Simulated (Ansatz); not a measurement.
**UBHLYP/STO-3G run of SiNH4 (SMILES [NH][SiH3])**

What is the electronic atomisation energy of SiNH4 at UBHLYP/STO-3G? 

The results are computed with Ansatz 0.2.0.

46 further runs of the same task are left out: 46 set aside as unsound or not needed.

**1. The system as given**

SiNH4: 6 atoms, total charge 0, spin state doublet. As SMILES, `[NH][SiH3]`. The coordinates come from a PBE0-D4/def2-TZVP relaxation.

Bond lengths: N1–Si2 1.753 Å, N1–H3 1.023 Å, Si2–H4 1.491 Å, Si2–H5 1.491 Å, Si2–H6 1.481 Å. Angles: N1–Si2–H4 110.8°, N1–Si2–H5 109.1°, N1–Si2–H6 109.3°, Si2–N1–H3 111.9°, H4–Si2–H5 108.6°, H4–Si2–H6 109.5°, H5–Si2–H6 109.5°.

**2. A single-point energy at UBHLYP/STO-3G**

Input file job.yaml:

```yaml
crystal:
  periodic: [false, false, false]
  atoms:
    - {symbol: "N", position_ang: [0.592100, -0.835200, 0.909500]}
    - {symbol: Si, position_ang: [-0.203700, 0.347600, -0.110000]}
    - {symbol: H, position_ang: [0.922800, -1.640700, 0.372700]}
    - {symbol: H, position_ang: [-1.310600, -0.282300, -0.885500]}
    - {symbol: H, position_ang: [0.789500, 0.911800, -1.068900]}
    - {symbol: H, position_ang: [-0.748100, 1.434800, 0.736200]}
basis:
  gaussian:
    orbitals: STO-3G
magnetization:
  spin_polarized: true
  initial_magnetization: 1
hamiltonian:
  xc: {name: BHLYP}
accuracy: high
```

Launch:

```sh
$ ansatz run job.yaml --threads 1 --pin off --max-ram 2610MiB --events-out events.jsonl --progress --plain --runs-dir runs
```

Standard output:

```text
Warning: RAYON_NUM_THREADS=1 ignored (pool sized by the plan → 1); use --threads N
Functional definition: BHLYP
  name "BHLYP"
  parameter a = 0.5
  exchange = (1 - a)*b88_x + a*exact_x
  correlation = lyp_c
314 factors; integrals over basis functions are off by at most 1.1e-8 eV
mean field evaluation 1: about -9317.6622 eV, gradient 1.2e1 eV
mean field evaluation 2: about -9318.6242 eV, gradient 6.4e0 eV
mean field evaluation 4: about -9318.9130 eV, gradient 1.7e-1 eV
mean field evaluation 8: about -9318.8954 eV, gradient 3.0e-3 eV
mean field evaluation 16: about -9318.8954 eV, gradient 3.4e-6 eV
mean field -9318.89543179 eV, -342.4630905441 hartree, gradient 7.1e-8 eV, S^2 0.753648; 0 other end points of the search recorded, 0 dependent functions left out
reference -9318.89544991 eV, -342.4630912100 hartree; 13, 12 occupied and 5, 6 virtual orbitals, 314 factors
Total energy: -9318.89544991 eV, -342.4630912100 hartree
```

It took 1.9 s on 1 thread of Arm Neoverse V1, shared host; peak memory 0.13 GiB.

**3. The H atom at the same level**

Input file job.yaml:

```yaml
crystal:
  periodic: [false, false, false]
  atoms:
    - {symbol: H, position_ang: [0.000000, 0.000000, 0.000000]}
basis:
  gaussian: {orbitals: STO-3G}
total_charge: 0
magnetization: {spin_polarized: true, initial_magnetization: 1}
hamiltonian: {xc: {name: BHLYP}}
accuracy: high
```

Launch:

```sh
$ ansatz run job.yaml --threads 1 --pin off --max-ram 2610MiB --events-out events.jsonl --progress --plain --runs-dir runs
```

Standard output, shortened:

```text
Warning: RAYON_NUM_THREADS=1 ignored (pool sized by the plan → 1); use --threads N
[... 5 set-up lines as earlier in the session ...]
1 factors; integrals over basis functions are off by at most 4.6e-10 eV
mean field evaluation 1: about -12.6441 eV, gradient 0.0e0 eV
mean field evaluation 2: about -12.6441 eV, gradient 0.0e0 eV
mean field -12.64407579 eV, -0.4646612147 hartree, gradient 0.0e0 eV, S^2 0.750000; 0 other end points of the search recorded, 0 dependent functions left out
reference -12.64408485 eV, -0.4646615477 hartree; 1, 0 occupied and 0, 1 virtual orbitals, 1 factors
Total energy: -12.64408485 eV, -0.4646615477 hartree
```

Run time: 0.08 s. Hardware: 1 thread of Arm Neoverse V1, shared host.

**4. The N atom at the same level**

Input file run.yaml:

```yaml
crystal:
  periodic: [false, false, false]
  atoms:
    - {symbol: N, position_ang: [0.000000, 0.000000, 0.000000]}
basis:
  gaussian: {orbitals: STO-3G}
hamiltonian: {xc: {name: BHLYP}}
magnetization: {spin_polarized: true, initial_magnetization: 3}
accuracy: high
```

Run the same way, it converges to -53.88610 Eh (log not shown).

**5. The Si atom, same level**

Input file input.yaml:

```yaml
crystal:
  periodic: [false, false, false]
  atoms:
    - {symbol: Si, position_ang: [0.000000, 0.000000, 0.000000]}
basis:
  gaussian:
    orbitals: STO-3G
total_charge: 0
magnetization:
  spin_polarized: true
  initial_magnetization: 2
hamiltonian:
  xc: {name: BHLYP}
accuracy: high
```

Run the same way, it converges to -285.95554 Eh (log not shown).

**6. Summary of results**

At UBHLYP/STO-3G:

| quantity | value |
| --- | --- |
| molecule: total energy | -342.46309 Eh |
| molecule: ⟨S²⟩ | 0.754 |
| H atom: total energy | -0.46466 Eh |
| H atom: ⟨S²⟩ | 0.750 |
| N atom: total energy | -53.88610 Eh |
| N atom: ⟨S²⟩ | 3.750 |
| Si atom: total energy | -285.95554 Eh |
| Si atom: ⟨S²⟩ | 2.000 |
| electronic atomisation energy | 20.757 eV |

What this shows: Taking the molecule apart into free atoms costs 20.76 eV (2003 kJ/mol), before zero-point energy and without spin-orbit coupling. In a minimal basis such a difference can be off by several eV, whatever the method.
